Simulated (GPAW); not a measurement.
# ScSi2 (P6/mmm) in GPAW: settings compared

Aim: see how the results for ScSi2 move with the level of theory and the settings. Levels: PBE, PBEsol+D4, r2SCAN+D4. Tasks: single point, relaxation of cell and atoms.

Program: GPAW 26.7.0. These are calculated values, not measurements. Logs are shortened: lines on timing, memory, paths and dates and some standing lists are left out, and cuts for length are marked. The log counts tension as positive stress, the text compression.

### 1 The structure

The structure is hexagonal, space group P6/mmm (No. 191). Conventional cell: a = 3.660 Å, b = 3.660 Å, c = 3.870 Å, α = 90.00°, β = 90.00°, γ = 120.00°. Sc (site symmetry 6/mmm) is surrounded by 12 Si at 2.87 Å. Si (site symmetry -6m2) has 3 Si at 2.11 Å as nearest neighbours.

### 2 Single point, PBE

The input, run.py:

```python
from ase.dft.bandgap import bandgap
from ase.io import read, write
from ase.units import GPa
from gpaw import GPAW, PW

atoms = read('ScSi2.xyz')

calc = GPAW(mode=PW(600),
            xc='PBE',
            kpts={'size': (8, 8, 7), 'gamma': True},
            occupations={'name': 'methfessel-paxton', 'order': 0, 'width': 0.02},
            nbands=21,
            convergence={'density': 1e-05, 'energy': 1e-05},
            maxiter=150,
            txt='gpaw.txt')
atoms.calc = calc
energy = atoms.get_potential_energy()
forces = atoms.get_forces()
stress = atoms.get_stress()
calc.write('gs.gpw')
write('result.traj', atoms)
print(f'Energy: {energy:.6f} eV')
print('Forces (eV/A):')
print(forces.round(4))
print('Stress (GPa):', (stress / GPa).round(3))
print('Fermi level:', round(calc.get_fermi_level(), 4), 'eV')
print(f'Gap: {bandgap(calc)[0]:.4f} eV, direct: {bandgap(calc, direct=True)[0]:.4f} eV')
```

The input, ScSi2.xyz:

```xyz
3
Lattice="3.6600000000 0.0000000000 0.0000000000 -1.8300000000 3.1696529779 0.0000000000 0.0000000000 0.0000000000 3.8700000000" Properties=species:S:1:pos:R:3 pbc="T T T"
Sc     0.0000000000      0.0000000000      0.0000000000
Si     1.8300000002      1.0565509925      1.9350000000
Si    -0.0000000002      2.1131019854      1.9350000000
```

Potentials or basis: GPAW PAW data sets (gpaw-data 1.2.1), pw.

Command:

```sh
> OMP_NUM_THREADS=1 python run.py
```

gpaw.txt:

```text
__  _  _
 | _ |_)|_||  |
 |__||  | ||/\| - 26.7.0

Input parameters:
  mode=PW(ecut=600.0),
  convergence={'density': 1e-05, 'energy': 1e-05},
  kpts=MonkhorstPack(size=(8, 8, 7), gamma=True),
  maxiter=150,
  nbands=21,
  occupations=Occupations(name='methfessel-paxton', order=0, width=0.02),
  xc=XC(name='PBE')

Diagonalizing LCAO Hamiltonian
Converting LCAO to pw mode

        Si  Si

       Sc

Atoms  # Å, Bohr magnetons
|   | symbol |         x |        y |        z |    initial magnetic moments |
|---|--------|-----------|----------|----------|-----------------------------|
| 0 |     Sc |  0.000000 | 0.000000 | 0.000000 | ( 0.0000,  0.0000,  0.0000) |
| 1 |     Si |  1.830000 | 1.056551 | 1.935000 | ( 0.0000,  0.0000,  0.0000) |
| 2 |     Si | -0.000000 | 2.113102 | 1.935000 | ( 0.0000,  0.0000,  0.0000) |

Unit cell  # Å
| periodic |         x |        y |        z |  lengths |     angles |
|----------|-----------|----------|----------|----------|------------|
|      yes |  3.660000 | 0.000000 | 0.000000 | 3.660000 |  90.000000 |
|      yes | -1.830000 | 3.169653 | 0.000000 | 3.660000 |  90.000000 |
|      yes |  0.000000 | 0.000000 | 3.870000 | 3.870000 | 120.000000 |

Number of symmetries: 24
Symmetry operations  # r_c * U_cc + t_c -> r_c
|    | kind |            matrix            |
|----|------|------------------------------|
|  0 |  σ   |  1, 1, 0,  0,-1, 0,  0, 0, 1 |
|  1 |  C2  |  1, 1, 0,  0,-1, 0,  0, 0,-1 |
|  2 |  C6  |  1, 1, 0, -1, 0, 0,  0, 0, 1 |
|  3 |  S6  |  1, 1, 0, -1, 0, 0,  0, 0,-1 |
|  4 |  E   |  1, 0, 0,  0, 1, 0,  0, 0, 1 |
|  5 |  σ   |  1, 0, 0,  0, 1, 0,  0, 0,-1 |
|  6 |  σ   |  1, 0, 0, -1,-1, 0,  0, 0, 1 |
|  7 |  C2  |  1, 0, 0, -1,-1, 0,  0, 0,-1 |
|  8 |  σ   |  0, 1, 0,  1, 0, 0,  0, 0, 1 |
|  9 |  C2  |  0, 1, 0,  1, 0, 0,  0, 0,-1 |
| 10 |  C3  |  0, 1, 0, -1,-1, 0,  0, 0, 1 |
| 11 |  S3  |  0, 1, 0, -1,-1, 0,  0, 0,-1 |
| 12 |  C6  |  0,-1, 0,  1, 1, 0,  0, 0, 1 |
| 13 |  S6  |  0,-1, 0,  1, 1, 0,  0, 0,-1 |
| 14 |  σ   |  0,-1, 0, -1, 0, 0,  0, 0, 1 |
| 15 |  C2  |  0,-1, 0, -1, 0, 0,  0, 0,-1 |
| 16 |  σ   | -1, 0, 0,  1, 1, 0,  0, 0, 1 |
| 17 |  C2  | -1, 0, 0,  1, 1, 0,  0, 0,-1 |
| 18 |  C2  | -1, 0, 0,  0,-1, 0,  0, 0, 1 |
| 19 |  i   | -1, 0, 0,  0,-1, 0,  0, 0,-1 |
| 20 |  C3  | -1,-1, 0,  1, 0, 0,  0, 0, 1 |
| 21 |  S3  | -1,-1, 0,  1, 0, 0,  0, 0,-1 |
| 22 |  σ   | -1,-1, 0,  0, 1, 0,  0, 0, 1 |
| 23 |  C2  | -1,-1, 0,  0, 1, 0,  0, 0,-1 |

BZ-sampling:
  Number of BZ points: 448
  Number of IBZ points: 40

  Monkhorst-Pack size: [8, 8, 7]
  Monkhorst-Pack shift: [0.0625, 0.0625, 0.0]

K-points  # in reciprocal-cell coordinates
|     |                                coordinates |     weight |
|-----|--------------------------------------------|------------|
|   0 | (  0.00000000,   0.00000000,   0.00000000) | 0.00223214 |
|   1 | (  0.00000000,   0.00000000,   0.14285714) | 0.00446429 |
|   2 | (  0.00000000,   0.00000000,   0.28571429) | 0.00446429 |
|   3 | (  0.00000000,   0.00000000,   0.42857143) | 0.00446429 |
|   4 | (  0.12500000,   0.00000000,   0.00000000) | 0.01339286 |
|   5 | (  0.12500000,   0.00000000,   0.14285714) | 0.02678571 |
|   6 | (  0.12500000,   0.00000000,   0.28571429) | 0.02678571 |
|   7 | (  0.12500000,   0.00000000,   0.42857143) | 0.02678571 |
|   8 | (  0.25000000,  -0.12500000,   0.00000000) | 0.01339286 |
|   9 | (  0.25000000,  -0.12500000,   0.14285714) | 0.02678571 |
| ... |                                            |            |
|  39 | (  0.50000000,   0.50000000,   0.42857143) | 0.01339286 |

Plane wave coefficients: 1533
Cutoff: 600.0 eV

Spin-components: 1 (collinear spins)
Bands:           21
Projectors:      16
Spin-degeneracy: 2
Datatype:        complex128

Parallelization:
  kpt:    1
  domain: 1
  band:   1

Density:
  Valence electrons: 19.0
  Components: 1
  Grid points: [21 21 24]
  Charge: 0.0  # |e|

Potential:
  Grid points: [21 21 24]

species:
  Sc:
    name:    Scandium
    Z:       21.0
    valence: 11
    core:    10
    charge:  0.0  # [|e|]
    compensation charges:
      type: gauss
      rc: 0.39  # [Å]
      lmax: 2
    cutoffs:
      filter: 2.14  # [Å]
      core: 1.08  # [Å]
    projectors
    | kind |    occ | energy [eV] | rcut [Å] |
    |------|--------|-------------|----------|
    |   3s |  2.000 |     -55.031 |    1.228 |
    |   4s |  2.000 |      -4.183 |    1.228 |
    |   3p |  6.000 |     -33.625 |    1.281 |
    |   4p |  0.000 |      -1.467 |    1.281 |
    |   3d |  1.000 |      -3.233 |    1.196 |
    |    d |        |      23.979 |    1.196 |

    Using partial waves for Sc as LCAO basis

  Si:
    name:    Silicon
    Z:       14.0
    valence: 4
    core:    10
    charge:  0.0  # [|e|]
    compensation charges:
      type: gauss
      rc: 0.33  # [Å]
      lmax: 2
    cutoffs:
      filter: 1.86  # [Å]
      core: 2.06  # [Å]
    projectors
    | kind |    occ | energy [eV] | rcut [Å] |
    |------|--------|-------------|----------|
    |   3s |  2.000 |     -10.812 |    1.058 |
    |   3p |  2.000 |      -4.081 |    1.058 |
    |    s |        |      16.399 |    1.058 |
    |    p |        |      23.130 |    1.058 |
    |    d |        |       0.000 |    1.058 |

    Using partial waves for Si as LCAO basis

Reference energy: -36561.571621  # eV

eigensolver:
  PPCG
  Converge bands: occupied
  niter=2

density mixing:
  MSR1-Mixer
  Pratt-step length: 0.05
  Maximum mixing coefficient: 0.75
  Old densities: 10
  SVD Regularization: 0.005
  Good broyden scale: 1.0
  Trust region scale: 1.0
  Backstep threshold: 4.0
  History deletion threshold: 6.0
  Fourier metric: weight=20.0, sigma=0.015

occupation numbers:
  Methfessel-Paxton:
    width: 0.0200  # eV
    order: 0

poisson solver:
  ecut: 4800.0  # eV

xc functional:
  name: PBE with 2 nearest neighbor stencil

convergence criteria:
- Maximum integral of absolute [dens]ity change: 1e-05 electrons / valence electron
- Maximum [total energy] change in last 3 cyles: 1e-05 eV / valence electron
- Maximum integral of absolute [eigenst]ate change: 4e-08 eV^2 / valence electron
maximum number of iterations: 150

SCF iterations
|iter     | |      energy | eigst |  dens |
|---------|-|-------------|-------|-------|
|iter:   1| |  -15.897214 | +0.85 |       |
|iter:   2| |  -15.839634 | -1.19 | -1.17 |
|iter:   3| |  -15.684011 | -1.53 | -1.22 |
|iter:   4| |  -15.691677 | -2.71 | -1.66 |
|iter:   5| |  -15.697274 | -3.24 | -1.94 |
|iter:   6| |  -15.697258 | -4.86 | -2.94 |
|iter:   7| |  -15.697256c| -5.60 | -3.42 |
|iter:   8| |  -15.697256c| -7.31 | -4.12 |
|iter:   9| |  -15.697256c| -8.82c| -4.88 |
|iter:  10| |  -15.697256c| -9.21c| -5.55c|

Converged in 10 steps
Energy contributions relative to reference atoms: (reference = -36561.571621)

Energy contributions:
  Kinetic:          39.737416
  Coulomb:         -29.540278
  Zero:              0.088307
  External:          0.000000
  Xc:              -25.982629
  Entropy:          -0.000143
  Spinorbit:         0.000000
  ----------------------------
  Free energy:     -15.697328
  Extrapolated:    -15.697256

dipole moment: (-4.880777, -8.453754, -10.321643)  # |e|*Ang

Fermi level: 9.866
Eigenvalues  # (at kpt = [0.000, 0.000, 0.000])
| band index |      eig [eV] | occ [0-2] |
|------------|---------------|-----------|
|          0 |       -39.748 |     2.000 |
|          1 |       -18.457 |     2.000 |
|          2 |       -18.376 |     2.000 |
|          3 |       -18.376 |     2.000 |
|          4 |        -4.022 |     2.000 |
|          5 |         6.274 |     2.000 |
|          6 |         6.390 |     2.000 |
|          7 |         6.390 |     2.000 |
|          8 |         7.780 |     2.000 |
|          9 |        10.906 |     0.000 |
|         10 |        10.906 |     0.000 |
|         11 |        11.026 |     0.000 |
|         12 |        11.506 |     0.000 |
|         13 |        11.506 |     0.000 |
|         14 |        12.530 |     0.000 |
|         15 |        12.530 |     0.000 |
|         16 |        13.905 |     0.000 |
|        ... |               |           |
|         20 |        26.193 |     0.000 |

No gap
No difference between direct/indirect transitions

Forces  # eV/Ang
|        x |        y |       z |
|----------|----------|---------|
|  0.00000 |  0.00000 | 0.00000 |  # Sc   0
|  0.00000 | -0.00000 | 0.00000 |  # Si   1
| -0.00000 |  0.00000 | 0.00000 |  # Si   2

Stress tensor  # eV/Ang^3
|         x |         y |         z |
|-----------|-----------|-----------|
| -0.236741 |  0.000000 |  0.000000 |
|  0.000000 | -0.236741 |  0.000000 |
|  0.000000 |  0.000000 | -0.005147 |

# Writing to gs.gpw (mode='')
```

It took 26 s on 1 thread of Arm Neoverse V1, shared host; peak memory 0.17 GiB.

What came out:

```yaml
Free_energy: -15.6973 eV
Pressure: 25.6 GPa
Band_gap_on_the_k_mesh: none (metal or under the smearing width)
```

Stress tensor (GPa, compression positive):
```
37.93  0.00  0.00
 0.00 37.93  0.00
 0.00  0.00  0.82
```

Caveat: so large a pressure means that the cell lies far from this level's equilibrium, or that cutoff or potentials fall short.

### 3 Single point, PBE

run.py: that of step 2 with these lines changed.

```diff
@@ -1,3 +1,4 @@
+from ase import Atoms
 from ase.dft.bandgap import bandgap
-from ase.io import read, write
+from ase.io import write
 from ase.units import GPa
@@ -5,3 +6,10 @@
 
-atoms = read('ScSi2.xyz')
+atoms = Atoms(['Sc', 'Si', 'Si'],
+              cell=[[3.66, 0.0, 0.0],
+                    [-1.83, 3.1696529779, 0.0],
+                    [0.0, 0.0, 3.87]],
+              scaled_positions=[[0.0, 0.0, 0.0],
+                                [0.6666666667, 0.3333333333, 0.5],
+                                [0.3333333333, 0.6666666667, 0.5]],
+              pbc=True)
 
@@ -10,3 +18,3 @@
             kpts={'size': (8, 8, 7), 'gamma': True},
-            occupations={'name': 'methfessel-paxton', 'order': 0, 'width': 0.02},
+            occupations={'name': 'methfessel-paxton', 'order': 0, 'width': 0.1},
             nbands=21,
```

Potentials or basis: GPAW PAW data sets (gpaw-data 1.2.1), pw.

Command:

```sh
> OMP_NUM_THREADS=1 python run.py
```

Run time: 25 s. Hardware: 1 thread of Arm Neoverse V1, shared host; peak memory 0.17 GiB.

It converged, with:

```yaml
Free_energy: -15.7006 eV
Pressure: 25.5 GPa
Band_gap_on_the_k_mesh: none (metal or under the smearing width)
```

Stress tensor (GPa, compression positive):
```
37.86  0.00  0.00
 0.00 37.86  0.00
 0.00  0.00  0.82
```

Levels at points of the mesh, in eV from the Fermi level:
| k point | band 6 | band 7 | band 8 | band 9 | band 10 | band 11 | band 12 | band 13 |
| --- | --- | --- | --- | --- | --- | --- | --- | --- |
| (0.00, 0.00, 0.00) | -3.59 | -3.48 | -3.48 | -2.08 | 1.04 | 1.04 | 1.16 | 1.64 |
| (0.50, 0.50, 0.00) | -9.82 | -4.54 | -3.23 | -2.77 | 0.46 | 0.77 | 2.26 | 2.46 |

Caveat: so large a pressure means that the cell lies far from this level's equilibrium, or that cutoff or potentials fall short.

### 4 Relaxation of cell and atoms, PBEsol+D4

The input, run.py:

```python
from ase.calculators.mixing import SumCalculator
from ase.filters import FrechetCellFilter
from ase.io import read, write
from ase.optimize import BFGS
from dftd4.ase import DFTD4
from gpaw import GPAW, PW, setup_paths

setup_paths.insert(0, '.')

atoms = read('POSCAR')

calc = GPAW(mode=PW(600),
            xc='PBEsol',
            kpts={'size': (8, 8, 7), 'gamma': True},
            occupations={'name': 'methfessel-paxton', 'order': 0, 'width': 0.05},
            nbands=21,
            convergence={'density': 1e-05, 'forces': 0.0001},
            maxiter=150,
            txt='gpaw.txt')
atoms.calc = SumCalculator([calc, DFTD4(method='pbesol')])
opt = BFGS(FrechetCellFilter(atoms), trajectory='relax.traj', logfile='-')
done = opt.run(fmax=0.02, steps=100)
calc.write('gs.gpw')
write('result.traj', atoms)
print('Converged:', done)
print('Cell:', atoms.cell.cellpar().round(4))
print('Volume:', round(atoms.get_volume(), 4))
print(atoms.get_scaled_positions().round(5))
```

The input, POSCAR:

```
ScSi2
1.0
    3.6600000000      0.0000000000      0.0000000000
   -1.8300000000      3.1696529779      0.0000000000
    0.0000000000      0.0000000000      3.8700000000
Sc Si
1 2
Direct
    0.0000000000      0.0000000000      0.0000000000
    0.6666666667      0.3333333333      0.5000000000
    0.3333333333      0.6666666667      0.5000000000
```

Potentials or basis: PAW data sets generated in the run's folder for this functional, pw.

Command:

```sh
> gpaw-setup -f PBEsol Sc Si
> OMP_NUM_THREADS=1 python run.py
```

Run time: 8.7 min. Hardware: 1 thread of Arm Neoverse V1, shared host; peak memory 0.46 GiB.

The run converged. Its results:

| Item | Value |
| --- | --- |
| Free energy | -18.5466 eV |
| Relaxed volume | 16.09 Å³/atom |
| Relaxed cell | a = 3.989 Å, b = 3.989 Å, c = 3.502 Å, α = 90.00°, β = 90.00°, γ = 120.00° |
| Space group after relaxing (to 0.05 Å) | P6/mmm (No. 191) |
| Energy gained by relaxing | 240.2 meV/atom |
| Ionic steps | 11 |
| Pressure after relaxing | 0.0 GPa |
| Band gap on the k mesh | none (metal or under the smearing width) |
| Dispersion energy per atom | -0.237 eV |

The path:
| step | energy change (eV) | largest force (eV/Å) | pressure (GPa) | volume (Å³) |
| --- | --- | --- | --- | --- |
| 1 | 0.0000 | 0.0000 | 19.59 | 44.90 |
| 2 | -0.2277 | 0.0000 | 13.68 | 46.08 |
| 3 | -0.5880 | 0.0000 | -0.31 | 49.86 |
| 4 | -0.6175 | 0.0000 | -2.69 | 50.65 |
| 5 | -0.6381 | 0.0000 | -3.83 | 51.00 |
| 6 | -0.6633 | 0.0000 | -4.03 | 50.86 |
| 7 | -0.6926 | 0.0000 | -3.11 | 49.71 |
| 8 | -0.7107 | 0.0000 | -2.49 | 49.42 |
| 9 | -0.7180 | 0.0000 | -0.30 | 48.53 |
| 10 | -0.7205 | 0.0000 | -0.12 | 48.32 |
| 11 | -0.7205 | 0.0000 | 0.00 | 48.26 |

Final structure:
```
Sc Si
1.0
     3.98905    0.00000    0.00000
    -1.99453    3.45462    0.00000
     0.00000    0.00000    3.50176
Sc Si
1 2
Cartesian
  0.0000 0.0000 0.0000
  1.9945 1.1515 1.7509
  0.0000 2.3031 1.7509
```

Levels at points of the mesh, in eV from the Fermi level:
```tsv
k point	band 7	band 8	band 9	band 10	band 11	band 12
(0.00, 0.00, 0.00)	-3.87	-1.35	-1.28	-1.24	0.55	0.55
(0.50, 0.00, 0.00)	-4.46	-2.95	-1.50	1.32	1.62	1.90
(0.50, 0.50, 0.00)	-4.46	-2.95	-1.50	1.32	1.62	1.90
```

Caveat: later steps reuse the first step's grids; pairwise dispersion overbinds metals, which lowers pressure and volume.

(Continued in part 2 of 2.)
